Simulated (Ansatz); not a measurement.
**H₃NS₂Si: small, medium and large basis sets**

An exercise on one series of results from a longer session: the logs are not shown, and one member is left open.

Method: one geometry, several basis sets; program: Ansatz 0.2.0, Gaussian basis.

Plan: PBE0-D4/def2-SVP; ωB97M-V/def2-SVP; PBE0-D4/def2-QZVPP; ωB97M-V/def2-QZVPP; the functionals' def2-TZVPP values are taken from earlier runs.

### Structure used throughout

All runs share one geometry, relaxed beforehand with PBE0-D4 in a triple-zeta def2 set.

SMILES `N[SiH]1SS1`, 7 atoms, charge 0, spin multiplicity 1.

Atoms are counted from 1 here; the program's logs count them from 0.

Bond lengths: N1–Si2 1.684 Å, N1–H5 1.005 Å, N1–H6 1.005 Å, Si2–S3 2.096 Å, Si2–S4 2.096 Å, Si2–H7 1.474 Å, S3–S4 2.168 Å. Angles: Si2–N1–H5 122.1°, Si2–N1–H6 123.9°, H5–N1–H6 114.0°, N1–Si2–S3 122.0°, N1–Si2–S4 121.9°, N1–Si2–H7 108.1°, S3–Si2–S4 62.3°, S3–Si2–H7 118.4°, S4–Si2–H7 118.4°, Si2–S3–S4 58.9°, Si2–S4–S3 58.9°.

Set-up of the first run:

in.yaml reads:

```yaml
crystal:
  periodic: [false, false, false]
  atoms:
    - {symbol: N, position_ang: [-0.795824, 0.856440, -0.239505]}
    - {symbol: Si, position_ang: [0.511309, -0.187826, -0.047383]}
    - {symbol: S, position_ang: [0.789086, -1.309123, 1.701399]}
    - {symbol: S, position_ang: [0.296139, -2.268268, -0.178829]}
    - {symbol: H, position_ang: [-0.707830, 1.740832, -0.708623]}
    - {symbol: H, position_ang: [-1.722010, 0.664141, 0.101149]}
    - {symbol: H, position_ang: [1.690329, 0.435903, -0.674009]}
basis:
  gaussian: {orbitals: def2-SVP}
hamiltonian: {xc: pbe0, dispersion: d4}
output: {orbitals: {seedname: orbitals}}
```

Launch:

```console
ansatz run in.yaml --threads 2 --pin off --events-out ev --progress --plain --max-ram 4352MiB
```

Among the steps run: PBE0-D4 in def2-SVP; ωB97M-V in def2-SVP; PBE0-D4 in def2-QZVPP; ωB97M-V in def2-QZVPP.

One table of the session follows, with a row left open; its other results are not shown here.

It belongs to the step «Density functionals: the series». 

| functional | basis | HOMO (eV) |
| --- | --- | --- |
| PBE0-D4 | def2-SVP | -6.01 |
| PBE0-D4 | def2-TZVPP | -6.15 |
| PBE0-D4 | def2-QZVPP | -6.20 |
| ωB97M-V | def2-SVP | -8.11 |
| ωB97M-V | def2-TZVPP | -8.27 |
| ωB97M-V | def2-QZVPP | ? |

Q: Estimate the row for ωB97M-V, def2-QZVPP from the others.

**Answer.** HOMO (eV): -8.33. In the column «HOMO (eV)» it is the lowest.
